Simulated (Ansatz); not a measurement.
# Ga₂H₂ (singlet): from Hartree-Fock to the top rungs at a displaced geometry (v2), cc-pVTZ

One table from this session's results is given with a row withheld; the runs are named, their logs left out.

Computed with Ansatz 0.2.0, Gaussian basis. Level: cc-pVTZ, core rule «outside noble gas», up to 28 orbitals frozen.

Plan: UHF; CCSD(T) on RHF; CCSD(T) on UHF; BCCD(T) on RHF; CCSDT(Q) on RHF; CASSCF and NEVPT2, 8 electrons in 10 orbitals.

12 further runs of the same task are left out: 5 that didn't finish, 7 set aside as unsound or not needed.

## The geometry

The geometry is a PBE0/def2-TZVP stationary point (not a proven minimum) with its atoms shifted at random (size 0.100 Å). No spin-orbit coupling is included. The filled d shell of Ga may be among the frozen orbitals whatever the setting's name suggests; the logs give the count.

4 atoms, charge 0, spin multiplicity 1.

Atoms are counted from 1 here; the program's logs count them from 0.

Bond lengths: Ga1–H3 1.849 Å, Ga1–H4 1.894 Å, Ga2–H3 1.839 Å, Ga2–H4 1.931 Å. Angles: H3–Ga1–H4 73.9°, H3–Ga2–H4 73.3°, Ga1–H3–Ga2 109.2°, Ga1–H4–Ga2 103.6°.

Set-up of the first run:

File in.yaml:

```yaml
crystal:
  periodic: [false, false, false]
  atoms:
    - {symbol: Ga, position_ang: [0.064568, 0.023750, 1.497144]}
    - {symbol: Ga, position_ang: [-0.100306, 0.032122, -1.503868]}
    - {symbol: H, position_ang: [-0.023685, 1.096765, -0.005787]}
    - {symbol: H, position_ang: [0.059423, -1.152637, 0.012511]}
basis:
  gaussian: {orbitals: cc-pVTZ}
magnetization: {spin_polarized: true, initial_magnetization: 0}
hamiltonian: {xc: hf}
output: {orbitals: {seedname: orbitals}}
```

Started as:

```sh
> ansatz run in.yaml --threads 1 --pin off --events-out ev --progress --plain --max-ram 2393MiB
```

Steps of the session up to this table: UHF; CCSD(T) on RHF; CCSD(T) on UHF; BCCD(T) on RHF; CCSDT(Q) on RHF; CASSCF and NEVPT2, 8 electrons in 10 orbitals.

One of the session's tables, all rows but one given; the rest of the session is left out.

```
        method  from RCCSDT(Q) (meV)
           RHF               +4766.4
           UHF               +4755.8
          RMP2               +1077.1
         RCCSD                +189.0
      RCCSD(T)                 +36.3
       BCCD(T)                 +35.6
        RCCSDT                  +7.8
     RCCSDT(Q)                     0
CASSCF valence               +2468.8
NEVPT2 valence                     ?
```

Q: Estimate the row for NEVPT2 valence from the others.

As computed: from RCCSDT(Q) (meV): +638.9. In the column «from RCCSDT(Q) (meV)» it lies between RCCSD (+189.0) and RMP2 (+1077.1).

Not comparable, so not listed: CCSD(T) on UHF (they don't share determinant, frozen orbitals or solution with the rows shown, or repeat one).

To keep in mind: Warnings: restricted reference is unstable; spin contamination.
